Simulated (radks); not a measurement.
# Taking charge from the 5s level of In in fractions

What happens to E and to the 5s eigenvalue of In when a fraction of an electron is removed? The exact functional would give straight lines between whole numbers for a frontier level.

Method: scalar-relativistic Kohn-Sham, BLYP, spin-unpolarised, spherical densities, point nucleus. Code: radks (a radial shooting solver on a logarithmic mesh, Libxc functionals) version 1.

## (1) Starting point

- element: indium (Z = 49)
- charge: 0
- electrons: 49
- configuration: [Kr] 4d10 5s2 5p1

The outer shells:

In
```
[Kr] core
4d [↑↓][↑↓][↑↓][↑↓][↑↓]
5s [↑↓]
5p [↑ ][  ][  ]
```

In the logs a row gives level, spin channel, occupation and eigenvalue; Etot, Ekin, Encl (electron-nucleus), Eh (Hartree) and Exc are energies, all in hartree; err is the last residual, it the number of iterations.

## (2) Start: [Kr] 4d10 5s2 5p1

The run's settings:

```text
Z 49
configuration [Kr] 4d10 5s2 5p1
relativity scalar-relativistic
functional b88,lyp
spin unpolarised
nucleus point
c 137.035999084
```

The log of the run:

```text
1s      1   2.0000       -1020.11497300
2s      1   2.0000        -152.73747729
2p      1   6.0000        -137.10112169
3s      1   2.0000         -28.96872661
3p      1   6.0000         -23.84953328
3d      1  10.0000         -15.89868259
4s      1   2.0000          -4.38868654
4p      1   6.0000          -2.86226910
4d      1  10.0000          -0.67667803
5s      1   2.0000          -0.29988990
5p      1   1.0000          -0.09046191
Etot -5882.249708235228
Ekin 6131.4621189013
Encl -14222.339765716162
Eh 2368.7310612352358
Exc -160.10312265560177
err 5.503546450899365e-09
it 13
```

The top filled level is 5p, -2.462 eV.

Sizes of the orbitals, from the radial functions (bohr):

```tsv
level	occupation	energy (eV)	<r>	outermost maximum (interpolated)	90 % within	nodes
3s	2	-788.28	0.3487	0.316	0.513	2
3p	6	-648.98	0.3472	0.309	0.522	1
3d	10	-432.63	0.3244	0.258	0.512	0
4s	2	-119.42	0.8476	0.769	1.23	3
4p	6	-77.886	0.9216	0.815	1.36	2
4d	10	-18.413	1.185	0.931	1.87	1
5s	2	-8.160	2.607	2.15	3.92	4
5p	1	-2.462	3.759	2.85	5.92	3
```

The radial density on a logarithmic grid:

```tsv
r (bohr)	4πr²ρ (e/bohr)
0.00139	2.581
0.00217	5.516
0.00340	11.29
0.00532	21.58
0.00839	37.43
0.0131	54.60
0.0206	63.08
0.0324	57.01
0.0508	57.62
0.0795	77.82
0.124	69.70
0.196	56.23
0.307	62.79
0.481	25.20
0.759	21.72
1.19	13.49
1.86	3.711
2.91	1.197
4.59	0.2817
7.18	0.03302
```

## (3) 0.125 electron removed from 5s

The run's settings:

```text
Z 49
configuration [Kr] 4d10 5s1.875 5p1
relativity scalar-relativistic
functional b88,lyp
spin unpolarised
nucleus point
c 137.035999084
```

The log of the run:

```text
1s      1   2.0000       -1020.15332165
2s      1   2.0000        -152.77554040
2p      1   6.0000        -137.13919437
3s      1   2.0000         -29.00686633
3p      1   6.0000         -23.88767126
3d      1  10.0000         -15.93679943
4s      1   2.0000          -4.42691408
4p      1   6.0000          -2.90050430
4d      1  10.0000          -0.71459745
5s      1   1.8750          -0.33279236
5p      1   1.0000          -0.11845981
Etot -5882.210183097077
Ekin 6131.420471423391
Encl -14220.433148794742
Eh 2366.878836122527
Exc -160.07634184825258
err 9.396529486208395e-09
it 13
```

E − E(step 2, start: [Kr] 4d10 5s2 5p1) = +1.076 eV. Highest occupied level: 5p at -3.223 eV.

## (4) 0.25 electron removed from 5s

The run's settings:

```text
Z 49
configuration [Kr] 4d10 5s1.75 5p1
relativity scalar-relativistic
functional b88,lyp
spin unpolarised
nucleus point
c 137.035999084
```

The log of the run:

```text
1s      1   2.0000       -1020.19294230
2s      1   2.0000        -152.81485228
2p      1   6.0000        -137.17851738
3s      1   2.0000         -29.04625423
3p      1   6.0000         -23.92705741
3d      1  10.0000         -15.97616338
4s      1   2.0000          -4.46638344
4p      1   6.0000          -2.93997956
4d      1  10.0000          -0.75373245
5s      1   1.7500          -0.36667461
5p      1   1.0000          -0.14754071
Etot -5882.166483149682
Ekin 6131.374560242839
Encl -14218.462977467454
Eh 2364.970491223339
Exc -160.04855714840642
err 6.156587103133608e-09
it 14
```

Energy against step 2 (start: [Kr] 4d10 5s2 5p1): +2.265 eV. 5p is the highest filled level (-4.015 eV).

## (5) 0.375 electron removed from 5s

The run's settings:

```text
Z 49
configuration [Kr] 4d10 5s1.625 5p1
relativity scalar-relativistic
functional b88,lyp
spin unpolarised
nucleus point
c 137.035999084
```

The log of the run:

```text
1s      1   2.0000       -1020.23370366
2s      1   2.0000        -152.85528144
2p      1   6.0000        -137.21895921
3s      1   2.0000         -29.08675852
3p      1   6.0000         -23.96755993
3d      1  10.0000         -16.01664268
4s      1   2.0000          -4.50696134
4p      1   6.0000          -2.98056117
4d      1  10.0000          -0.79394834
5s      1   1.6250          -0.40141754
5p      1   1.0000          -0.17757822
Etot -5882.118493815244
Ekin 6131.3242565106075
Encl -14216.435599064465
Eh 2363.0127391511023
Exc -160.01989041248817
err 6.867038422259439e-09
it 14
```

Energy against step 2 (start: [Kr] 4d10 5s2 5p1): +3.571 eV. Highest occupied level: 5p at -4.832 eV.

## (6) 0.5 electron removed from 5s

The run's settings:

```text
Z 49
configuration [Kr] 4d10 5s1.5 5p1
relativity scalar-relativistic
functional b88,lyp
spin unpolarised
nucleus point
c 137.035999084
```

The log of the run:

```text
1s      1   2.0000       -1020.27551019
2s      1   2.0000        -152.89673219
2p      1   6.0000        -137.26042417
3s      1   2.0000         -29.12828319
3p      1   6.0000         -24.00908282
3d      1  10.0000         -16.05814137
4s      1   2.0000          -4.54855042
4p      1   6.0000          -3.02215137
4d      1  10.0000          -0.83514657
5s      1   1.5000          -0.43693483
5p      1   1.0000          -0.20847817
Etot -5882.066113181309
Ekin 6131.269447371207
Encl -14214.355631781596
Eh 2361.0105057172673
Exc -159.99043448818801
err 6.867106941780576e-09
it 14
```

Energy against step 2 (start: [Kr] 4d10 5s2 5p1): +4.996 eV. 5p is the highest filled level (-5.673 eV).

## (7) 0.625 electron removed from 5s

The run's settings:

```text
Z 49
configuration [Kr] 4d10 5s1.375 5p1
relativity scalar-relativistic
functional b88,lyp
spin unpolarised
nucleus point
c 137.035999084
```

The log of the run:

```text
1s      1   2.0000       -1020.31828879
2s      1   2.0000        -152.93913132
2p      1   6.0000        -137.30283903
3s      1   2.0000         -29.17075470
3p      1   6.0000         -24.05155251
3d      1  10.0000         -16.10058594
4s      1   2.0000          -4.59107586
4p      1   6.0000          -3.06467493
4d      1  10.0000          -0.87725123
5s      1   1.3750          -0.47316059
5p      1   1.0000          -0.24016715
Etot -5882.009248754353
Ekin 6131.210031492975
Encl -14212.22660895147
Eh 2358.967592318545
Exc -159.96026361440278
err 6.383121734801141e-09
it 14
```

Energy against step 2 (start: [Kr] 4d10 5s2 5p1): +6.543 eV. 5p is the highest filled level (-6.535 eV).

## (8) 0.75 electron removed from 5s

The run's settings:

```text
Z 49
configuration [Kr] 4d10 5s1.25 5p1
relativity scalar-relativistic
functional b88,lyp
spin unpolarised
nucleus point
c 137.035999084
```

The log of the run:

```text
1s      1   2.0000       -1020.36198134
2s      1   2.0000        -152.98242059
2p      1   6.0000        -137.34614556
3s      1   2.0000         -29.21411450
3p      1   6.0000         -24.09491048
3d      1  10.0000         -16.14391790
4s      1   2.0000          -4.63447790
4p      1   6.0000          -3.10807176
4d      1  10.0000          -0.92020166
5s      1   1.2500          -0.51004245
5p      1   1.0000          -0.27258593
Etot -5881.947815377229
Ekin 6131.14591643867
Encl -14210.051339542359
Eh 2356.8870471127757
Exc -159.92943938631595
err 6.922017602723527e-09
it 14
```

E − E(step 2, start: [Kr] 4d10 5s2 5p1) = +8.215 eV. Highest occupied level: 5p at -7.417 eV.

## (9) 0.875 electron removed from 5s

The run's settings:

```text
Z 49
configuration [Kr] 4d10 5s1.125 5p1
relativity scalar-relativistic
functional b88,lyp
spin unpolarised
nucleus point
c 137.035999084
```

The log of the run:

```text
1s      1   2.0000       -1020.40654022
2s      1   2.0000        -153.02655234
2p      1   6.0000        -137.39029610
3s      1   2.0000         -29.25831462
3p      1   6.0000         -24.13910872
3d      1  10.0000         -16.18808928
4s      1   2.0000          -4.67870737
4p      1   6.0000          -3.15229234
4d      1  10.0000          -0.96394783
5s      1   1.1250          -0.54753747
5p      1   1.0000          -0.30568537
Etot -5881.881733815529
Ekin 6131.077016838613
Encl -14207.832124251632
Eh 2354.771388005025
Exc -159.89801440753484
err 7.447497040259374e-09
it 13
```

E − E(step 2, start: [Kr] 4d10 5s2 5p1) = +10.013 eV. Highest occupied level: 5p at -8.318 eV.

## (10) 1 electron removed from 5s

The run's settings:

```text
Z 49
configuration [Kr] 4d10 5s1 5p1
relativity scalar-relativistic
functional b88,lyp
spin unpolarised
nucleus point
c 137.035999084
```

The log of the run:

```text
1s      1   2.0000       -1020.45192555
2s      1   2.0000        -153.07148658
2p      1   6.0000        -137.43525066
3s      1   2.0000         -29.30331478
3p      1   6.0000         -24.18410698
3d      1  10.0000         -16.23305987
4s      1   2.0000          -4.72372290
4p      1   6.0000          -3.19729495
4d      1  10.0000          -1.00844758
5s      1   1.0000          -0.58560958
5p      1   1.0000          -0.33942389
Etot -5881.810929750997
Ekin 6131.003253173478
Encl -14205.570892092537
Eh 2352.6227438019305
Exc -159.86603463386857
err 3.508061987791991e-09
it 13
```

Energy against step 2 (start: [Kr] 4d10 5s2 5p1): +11.940 eV. Highest occupied level: 5p at -9.236 eV.

## (11) What came out

```tsv
removed (e)	E − E(0) (eV)	eigenvalue (eV)	E minus straight line (eV)
0	0.000	-8.160	0.000
0.125	1.076	-9.056	-0.417
0.25	2.265	-9.978	-0.720
0.375	3.571	-10.923	-0.907
0.5	4.996	-11.890	-0.974
0.625	6.543	-12.875	-0.919
0.75	8.215	-13.879	-0.740
0.875	10.013	-14.899	-0.434
1	11.940	-15.935	0.000
```

What this shows: Removing the whole electron costs 11.940 eV, against 8.160 eV from minus the starting eigenvalue. Slater's transition state, half an electron removed, gives 11.890 eV. The trapezoid integral of minus the eigenvalue gives 11.943 eV over the range, against 11.940 eV from the energies (Janak's theorem; approximate here, since the scalar-relativistic density holds large components alone). The eigenvalue moves by 7.77 eV per electron. E bends below the straight line by 0.97 eV at 0.5 electron removed.
